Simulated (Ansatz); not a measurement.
# WH₂ (singlet): density functionals in def2-QZVPP

What do functionals of several rungs give for WH₂ (singlet)?

The runs use Ansatz 0.2.0, Gaussian basis; def2-QZVPP, all electrons in the functionals, frozen cores in the correlation of double hybrids and RPA.

To be run: PBE, BLYP, r2SCAN, B97M-V, PBE0, B3LYP, wB97M-V, B2PLYP.

2 further runs of the same task are left out: 2 set aside as unsound or not needed.

**1. The system**

The geometry is a PBE0/def2-TZVP stationary point (not a proven minimum). No spin-orbit coupling is included. Elements past krypton take def2 core potentials.

3 atoms, charge 0, spin multiplicity 1.

Atoms are counted from 1 here; the program's logs count them from 0.

Bond lengths: W1–H2 1.690 Å, W1–H3 1.690 Å. Angles: H2–W1–H3 111.7°.

No dispersion term is added; B97M-V, wB97M-V hold VV10 nonlocal correlation. B3LYP takes the VWN-RPA correlation.

**2. PBE (unrestricted)**

in.yaml

```yaml
crystal:
  periodic: [false, false, false]
  atoms:
    - {symbol: W, position_ang: [0.000000, -0.010291, 0.000000]}
    - {symbol: H, position_ang: [0.000000, 0.938509, 1.398200]}
    - {symbol: H, position_ang: [0.000000, 0.938509, -1.398200]}
basis:
  gaussian: {orbitals: "def2-QZVPP.json"}
magnetization: {spin_polarized: true, initial_magnetization: 0}
hamiltonian: {xc: {name: PBE}}
output: {orbitals: {seedname: orbitals}}
```

On the command line:

```console
$ ansatz run in.yaml --threads 2 --pin off --events-out ev --progress --plain --max-ram 15360MiB --backend cuda --devices 0, --max-vram 18GiB
```

The log of the run:

```text
Functional definition: PBE
  name "PBE"
  cite "Perdew, Burke & Ernzerhof, Phys. Rev. Lett. 77, 3865 (1996) doi:10.1103/PhysRevLett.77.3865"
  parent pbe
  parameter kappa = 0.804
  parameter beta = 0.06672455060314922
  exchange = pbe_x(kappa = kappa, mu = beta*pi^2/3)
  correlation = pbe_c(beta = beta)
551 factors; their error is unknown
mean field evaluation 1: about -1848.5003 eV, gradient 2.5e1 eV
mean field evaluation 2: about -1841.9638 eV, gradient 4.4e1 eV
mean field evaluation 4: about -1851.8094 eV, gradient 1.2e1 eV
mean field evaluation 8: about -1852.9834 eV, gradient 3.9e0 eV
mean field evaluation 16: about -1853.1028 eV, gradient 5.9e-4 eV
mean field evaluation 32: about -1854.3411 eV, gradient 1.0e-6 eV
mean field evaluation 64: about -1853.3056 eV, gradient 5.1e-4 eV
mean field evaluation 96: about -1853.2852 eV, gradient 8.8e0 eV
mean field evaluation 128: about -1854.3078 eV, gradient 7.0e-7 eV
mean field evaluation 160: about -1854.1622 eV, gradient 5.6e-2 eV
mean field -1854.34106615 eV, -68.1457772634 hartree, gradient 1.0e-6 eV, S^2 1.899564; 5 other end points of the search recorded, 0 dependent functions left out
reference -1854.34111009 eV, -68.1457788782 hartree; 8, 8 occupied and 133, 133 virtual orbitals, 551 factors
Total energy: -1854.34111009 eV, -68.1457788782 hartree
```

Wall time 20 s (1 × H100 (card shared with other runs) with 2 threads of AMD EPYC 7R13, shared host); peak host memory 0.81 GiB.

From the report: ⟨S²⟩ of the determinant 1.900 (pure singlet: 0.00). The determinant of PBE (⟨S²⟩ 1.90) is far from a pure spin state, so its energy mixes those of several spin states; that is harmless only where they are near-degenerate.

**3. BLYP (unrestricted)**

Changes to in.yaml since step 2:

```diff
@@ -9,3 +9,2 @@
 magnetization: {spin_polarized: true, initial_magnetization: 0}
-hamiltonian: {xc: {name: PBE}}
-output: {orbitals: {seedname: orbitals}}
+hamiltonian: {xc: {name: BLYP}}
```

The command is unchanged.

The log of the run, shortened:

```text
Functional definition: BLYP
  name "BLYP"
  cite "Becke, Phys. Rev. A 38, 3098 (1988) doi:10.1103/PhysRevA.38.3098"
  cite "Lee, Yang & Parr, Phys. Rev. B 37, 785 (1988) doi:10.1103/PhysRevB.37.785"
[...]
551 factors; their error is unknown
[...]
mean field -1853.13889752 eV, -68.1015983810 hartree, gradient 2.8e-6 eV, S^2 1.865977; 19 other end points of the search recorded, 0 dependent functions left out
reference -1853.13917947 eV, -68.1016087425 hartree; 8, 8 occupied and 133, 133 virtual orbitals, 551 factors
Total energy: -1853.13917947 eV, -68.1016087425 hartree
```

It took 10 s on 1 × H100 (card shared with other runs) with 2 threads of AMD EPYC 7R13, shared host; peak host memory 0.8 GiB.

From the report: ⟨S²⟩ of the determinant 1.866 (pure singlet: 0.00). The determinant of BLYP (⟨S²⟩ 1.87) is far from a pure spin state, so its energy mixes those of several spin states; that is harmless only where they are near-degenerate.

**4. r2SCAN (unrestricted)**

Changes to in.yaml since step 3:

```diff
@@ -9,2 +9,2 @@
 magnetization: {spin_polarized: true, initial_magnetization: 0}
-hamiltonian: {xc: {name: BLYP}}
+hamiltonian: {xc: {name: r2SCAN}}
```

The command is unchanged.

The log of the run, shortened:

```text
Functional definition: r2SCAN
  name "r2SCAN"
  cite "Furness, Kaplan, Ning, Perdew & Sun, J. Phys. Chem. Lett. 11, 8208 (2020) doi:10.1021/acs.jpclett.0c02405"
  cite "Furness, Kaplan, Ning, Perdew & Sun, J. Phys. Chem. Lett. 11, 9248 (2020) doi:10.1021/acs.jpclett.0c03077"
  parent r2scan
[...]
551 factors; their error is unknown
[...]
mean field -1854.58682541 eV, -68.1548087496 hartree, gradient 7.2e-6 eV, S^2 1.938934; 16 other end points of the search recorded, 0 dependent functions left out
reference -1854.58684509 eV, -68.1548094729 hartree; 8, 8 occupied and 133, 133 virtual orbitals, 551 factors
Total energy: -1854.58684509 eV, -68.1548094729 hartree
```

Run time: 8 s. Hardware: 1 × H100 (card shared with other runs) with 2 threads of AMD EPYC 7R13, shared host; peak host memory 0.83 GiB.

From the report: ⟨S²⟩ of the determinant 1.939 (pure singlet: 0.00). The determinant of r2SCAN (⟨S²⟩ 1.94) is far from a pure spin state, so its energy mixes those of several spin states; that is harmless only where they are near-degenerate.

**5. B97M-V (unrestricted)**

Changes to in.yaml since step 4:

```diff
@@ -9,2 +9,2 @@
 magnetization: {spin_polarized: true, initial_magnetization: 0}
-hamiltonian: {xc: {name: r2SCAN}}
+hamiltonian: {xc: {name: B97M-V}}
```

The command is unchanged.

The log of the run, shortened:

```text
Functional definition: B97M-V
  name "B97M-V"
  cite "Mardirossian & Head-Gordon, J. Chem. Phys. 142, 074111 (2015) doi:10.1063/1.4907719"
  cite "Becke, J. Chem. Phys. 107, 8554 (1997) doi:10.1063/1.475007"
  cite "Vydrov & Van Voorhis, J. Chem. Phys. 133, 244103 (2010) doi:10.1063/1.3521275"
  # Of w^i u^j: cxij and so on, Table III.
[...]
  gx(w, u) = cx00 + cx01*u + cx02*u^2 + (cx10 + cx11*u)*w
  gss(w, u) = css00 + css02*u^2 + css10*w + (css32*w^3 + css42*w^4)*u^2
  gos(w, u) = cos00 + cos01*u + cos03*u^3 + cos10*w + cos32*w^3*u^2
[...]
      + integral(e_c_pw_mod_opposite_spin*gos(b97_w_opposite, b97_u_opposite)) + vv10(b, c)
551 factors; their error is unknown
[...]
mean field -1853.23424915 eV, -68.1051024890 hartree, gradient 8.7e-6 eV, S^2 1.830418; 23 other end points of the search recorded, 0 dependent functions left out
reference -1853.23431359 eV, -68.1051048572 hartree; 8, 8 occupied and 133, 133 virtual orbitals, 551 factors
Total energy: -1853.23431359 eV, -68.1051048572 hartree
```

Wall time 26 s (1 × H100 (card shared with other runs) with 2 threads of AMD EPYC 7R13, shared host); peak host memory 0.91 GiB.

From the report: ⟨S²⟩ of the determinant 1.830 (pure singlet: 0.00). The determinant of B97M-V (⟨S²⟩ 1.83) is far from a pure spin state, so its energy mixes those of several spin states; that is harmless only where they are near-degenerate.

**6. PBE0 (unrestricted)**

Changes to in.yaml since step 5:

```diff
@@ -9,2 +9,3 @@
 magnetization: {spin_polarized: true, initial_magnetization: 0}
-hamiltonian: {xc: {name: B97M-V}}
+hamiltonian: {xc: {name: PBE0}}
+output: {orbitals: {seedname: orbitals}}
```

Launched as before.

The log of the run, shortened:

```text
Functional definition: PBE0
  name "PBE0"
  cite "Adamo & Barone, J. Chem. Phys. 110, 6158 (1999) doi:10.1063/1.478522"
  cite "Perdew, Burke & Ernzerhof, Phys. Rev. Lett. 77, 3865 (1996) doi:10.1103/PhysRevLett.77.3865"
  parent pbe
[...]
606 factors; their error is unknown
[...]
mean field -1853.13414720 eV, -68.1014238103 hartree, gradient 2.6e-6 eV, S^2 1.920291; 18 other end points of the search recorded, 0 dependent functions left out
reference -1853.13417984 eV, -68.1014250097 hartree; 8, 8 occupied and 133, 133 virtual orbitals, 606 factors
Total energy: -1853.13417984 eV, -68.1014250097 hartree
```

It took 21 s on 1 × H100 (card shared with other runs) with 2 threads of AMD EPYC 7R13, shared host; peak host memory 0.82 GiB.

From the report: ⟨S²⟩ of the determinant 1.920 (pure singlet: 0.00). The determinant of PBE0 (⟨S²⟩ 1.92) is far from a pure spin state, so its energy mixes those of several spin states; that is harmless only where they are near-degenerate.

**7. B3LYP (unrestricted)**

Changes to in.yaml since step 6:

```diff
@@ -9,3 +9,2 @@
 magnetization: {spin_polarized: true, initial_magnetization: 0}
-hamiltonian: {xc: {name: PBE0}}
-output: {orbitals: {seedname: orbitals}}
+hamiltonian: {xc: {name: B3LYP}}
```

Launched as before.

The log of the run, shortened:

```text
Functional definition: B3LYP
  name "B3LYP"
  cite "Stephens, Devlin, Chabalowski & Frisch, J. Phys. Chem. 98, 11623 (1994) doi:10.1021/j100096a001"
  cite "Becke, Phys. Rev. A 38, 3098 (1988) doi:10.1103/PhysRevA.38.3098"
  cite "Lee, Yang & Parr, Phys. Rev. B 37, 785 (1988) doi:10.1103/PhysRevB.37.785"
  cite "Vosko, Wilk & Nusair, Can. J. Phys. 58, 1200 (1980) doi:10.1139/p80-159"
[...]
588 factors; their error is unknown
[...]
mean field -1854.37175284 eV, -68.1469049784 hartree, gradient 8.6e-6 eV, S^2 1.882297; 24 other end points of the search recorded, 0 dependent functions left out
reference -1854.37196677 eV, -68.1469128405 hartree; 8, 8 occupied and 133, 133 virtual orbitals, 588 factors
Total energy: -1854.37196677 eV, -68.1469128405 hartree
```

It took 20 s on 1 × H100 (card shared with other runs) with 2 threads of AMD EPYC 7R13, shared host; peak host memory 0.82 GiB.

From the report: ⟨S²⟩ of the determinant 1.882 (pure singlet: 0.00). The determinant of B3LYP (⟨S²⟩ 1.88) is far from a pure spin state, so its energy mixes those of several spin states; that is harmless only where they are near-degenerate.

**8. wB97M-V (unrestricted)**

Changes to in.yaml since step 7:

```diff
@@ -9,2 +9,3 @@
 magnetization: {spin_polarized: true, initial_magnetization: 0}
-hamiltonian: {xc: {name: B3LYP}}
+hamiltonian: {xc: {name: wB97M-V}}
+output: {orbitals: {seedname: orbitals}}
```

Launched as before.

The log of the run, shortened:

```text
Functional definition: wB97M-V
  name "wB97M-V"
  cite "Mardirossian & Head-Gordon, J. Chem. Phys. 144, 214110 (2016) doi:10.1063/1.4952647"
  cite "Becke, J. Chem. Phys. 107, 8554 (1997) doi:10.1063/1.475007"
  cite "Vydrov & Van Voorhis, J. Chem. Phys. 133, 244103 (2010) doi:10.1063/1.3521275"
  # Of w^i u^j: cxij and so on, Table III.
[...]
  gx(w, u) = 1 - cx + cx01*u + cx10*w
  gss(w, u) = css00 + css04*u^4 + css10*w + css20*w^2 + css43*w^4*u^3
  gos(w, u) = cos00 + cos10*w + (cos20 + cos21*u)*w^2 + (cos60 + cos61*u)*w^6
[...]
      + integral(e_c_pw_mod_opposite_spin*gos(b97_w_opposite, b97_u_opposite)) + vv10(b, c)
566 factors; their error is unknown
140 factors; integrals over basis functions are off by at most 5.0e-4 eV
[...]
mean field -1850.51182410 eV, -68.0050552139 hartree, gradient 7.1e-6 eV, S^2 1.824051; 12 other end points of the search recorded, 0 dependent functions left out
reference -1850.51187467 eV, -68.0050570720 hartree; 8, 8 occupied and 133, 133 virtual orbitals, 566 factors
Total energy: -1850.51187467 eV, -68.0050570720 hartree
```

Run time: 27 s. Hardware: 1 × H100 (card shared with other runs) with 2 threads of AMD EPYC 7R13, shared host; peak host memory 0.93 GiB.

From the report: ⟨S²⟩ of the determinant 1.824 (pure singlet: 0.00). The determinant of wB97M-V (⟨S²⟩ 1.82) is far from a pure spin state, so its energy mixes those of several spin states; that is harmless only where they are near-degenerate.

**9. B2PLYP (unrestricted)**

Changes to in.yaml since step 8:

```diff
@@ -9,3 +9,3 @@
 magnetization: {spin_polarized: true, initial_magnetization: 0}
-hamiltonian: {xc: {name: wB97M-V}}
-output: {orbitals: {seedname: orbitals}}
+hamiltonian: {xc: {name: B2PLYP}}
+correlation: {electrons: outside_noble_gas}
```

The command is unchanged.

The log of the run, shortened:

```text
Functional definition: B2PLYP
  name "B2PLYP"
  cite "Grimme, J. Chem. Phys. 124, 034108 (2006) doi:10.1063/1.2148954"
  cite "Becke, Phys. Rev. A 38, 3098 (1988) doi:10.1103/PhysRevA.38.3098"
  cite "Lee, Yang & Parr, Phys. Rev. B 37, 785 (1988) doi:10.1103/PhysRevB.37.785"
[...]
850 factors; integrals over basis functions are off by at most 5.1e-4 eV
[...]
mean field -1846.49702476 eV, -67.8575140594 hartree, gradient 2.2e-6 eV, S^2 1.921638; 17 other end points of the search recorded, 0 dependent functions left out
4 core orbitals not correlated: weight in the atoms' cores, before any rotation towards them, 0.999 or more for the frozen orbitals, at most 0.000 for the correlated occupied ones
reference -1846.49715896 eV, -67.8575189909 hartree; 4, 4 occupied and 133, 133 virtual orbitals, 850 factors
second order -5.67514228 eV of doubles, -0.00000000 eV of singles
Total energy: -1848.02944737 eV, -67.9138295516 hartree
```

Wall time 30 s (1 × H100 (card shared with other runs) with 2 threads of AMD EPYC 7R13, shared host); peak host memory 0.84 GiB.

From the report: ⟨S²⟩ of the determinant 1.922 (pure singlet: 0.00). The determinant of B2PLYP (⟨S²⟩ 1.92) is far from a pure spin state, so its energy mixes those of several spin states; that is harmless only where they are near-degenerate.

**10. Side by side**

| functional | energy (eV) | ⟨S²⟩ | time |
| --- | --- | --- | --- |
| PBE | -1854.3411 | 1.900 | 20 s |
| BLYP | -1853.1392 | 1.866 | 10 s |
| r2SCAN | -1854.5868 | 1.939 | 8 s |
| B97M-V | -1853.2343 | 1.830 | 26 s |
| PBE0 | -1853.1342 | 1.920 | 21 s |
| B3LYP | -1854.3720 | 1.882 | 20 s |
| wB97M-V | -1850.5119 | 1.824 | 27 s |
| B2PLYP | -1848.0294 | 1.922 | 30 s |

Orbital levels of the runs that wrote orbitals: PBE HOMO -4.50, LUMO -3.19 eV; PBE0 HOMO -5.76, LUMO -1.90 eV; wB97M-V HOMO -8.04, LUMO -0.33 eV.

**11. Summary of results**

| quantity | value |
| --- | --- |
| spread of total energies | 6.6 eV |
| quickest, slowest | r2SCAN 8 s, B2PLYP 30 s |

What this shows: Total energies of different functionals can't be ranked; only differences within one functional count.
